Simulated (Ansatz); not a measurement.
# Ni: equation of state

An exercise on one series of results from a longer session: the logs are not shown, and one member is left open.

Computed with Ansatz 0.2.0 (DFT LDA, scalar-relativistic, unless a step's input says otherwise).

## The structure to begin with

It takes space group Fm-3m (No. 225, cubic). The conventional cell has a = 3.536 Å, b = 3.536 Å, c = 3.536 Å, α = 90.00°, β = 90.00°, γ = 90.00°. Ni (site symmetry m-3m) has 12 Ni at 2.50 Å as nearest neighbours.

Structure file:

```cif
data_structure
_symmetry_space_group_name_H-M 'P 1'
_symmetry_Int_Tables_number 1
_cell_length_a 2.5003
_cell_length_b 2.5003
_cell_length_c 2.5003
_cell_angle_alpha 60.000
_cell_angle_beta 60.000
_cell_angle_gamma 60.000
_cell_volume 11.05
loop_
_atom_site_label
_atom_site_type_symbol
_atom_site_fract_x
_atom_site_fract_y
_atom_site_fract_z
_atom_site_occupancy
Ni1 Ni 0.00000 0.00000 0.00000 1
```

The geometry is a database entry used as it stands. It may stem from high pressure or temperature, or be incomplete, so it serves as a test cell.

The first run:

input.yaml

```yaml
crystal:
  lattice:
    - [0.0, 1.7379789558, 1.7379789558]
    - [1.7379789558, 0.0, 1.7379789558]
    - [1.7379789558, 1.7379789558, 0.0]
  atoms:
    - { symbol: Ni, position: [0.0, 0.0, 0.0], spin: 1.5 }
magnetization:
  spin_polarized: true
kpoints:
  mp_grid: { grid: [20, 20, 20] }
scf:
  occupations: { method: fermi_dirac, width: 0.05 }
hamiltonian:
  xc: lda
  pseudopotentials: { kind: all_electron, lapw: { basis_error: 0.00025 } }
output:
  forces: true
  stress: true
  eigenvalues: true
```

The run is started by

```bash
> ansatz run input.yaml --threads 1 --pin off --max-ram 3072MiB --backend cpu --events-out ev --progress --plain --runs-dir out
```

Among the steps run: Volume × 0.95, LAPW; Volume × 0.95, PAW; Volume × 0.95, crystal datasets; Volume × 0.975, LAPW; Volume × 0.975, PAW; Volume × 1.025, LAPW; Volume × 1.025, PAW; Volume × 1.05, LAPW; Volume × 1.05, PAW; Volume × 1.05, crystal datasets.

One of the session's tables, all rows but one given; the rest of the session is left out.

```
          method  volume (Å³/atom)  pressure (GPa)  moment Ni (μB)
            LAPW            10.499          -10.38            0.64
            LAPW            10.776          -15.33            0.64
            LAPW            11.052          -19.53            0.65
            LAPW            11.328               ?               ?
            LAPW            11.605          -26.09            0.65
             PAW            10.499          -10.29            0.65
             PAW            10.776          -15.25            0.65
             PAW            11.052          -19.45            0.66
             PAW            11.328          -23.01            0.66
             PAW            11.605          -26.02            0.67
crystal datasets            10.499          -10.38            0.65
crystal datasets            11.052          -19.53            0.66
crystal datasets            11.605          -26.09            0.67
```

Q: Estimate the row for LAPW, 11.328 from the others.

**Answer.** pressure (GPa): -23.09; moment Ni (μB): 0.65. In the column «pressure (GPa)» it lies between PAW, 11.605 (-26.02) and PAW, 11.328 (-23.01).

Limits of these values: Other magnetic orders may lie lower; this is the state that the run reached. Warnings in the runs' records: printed levels off, crystal datasets made, band levels unverified.
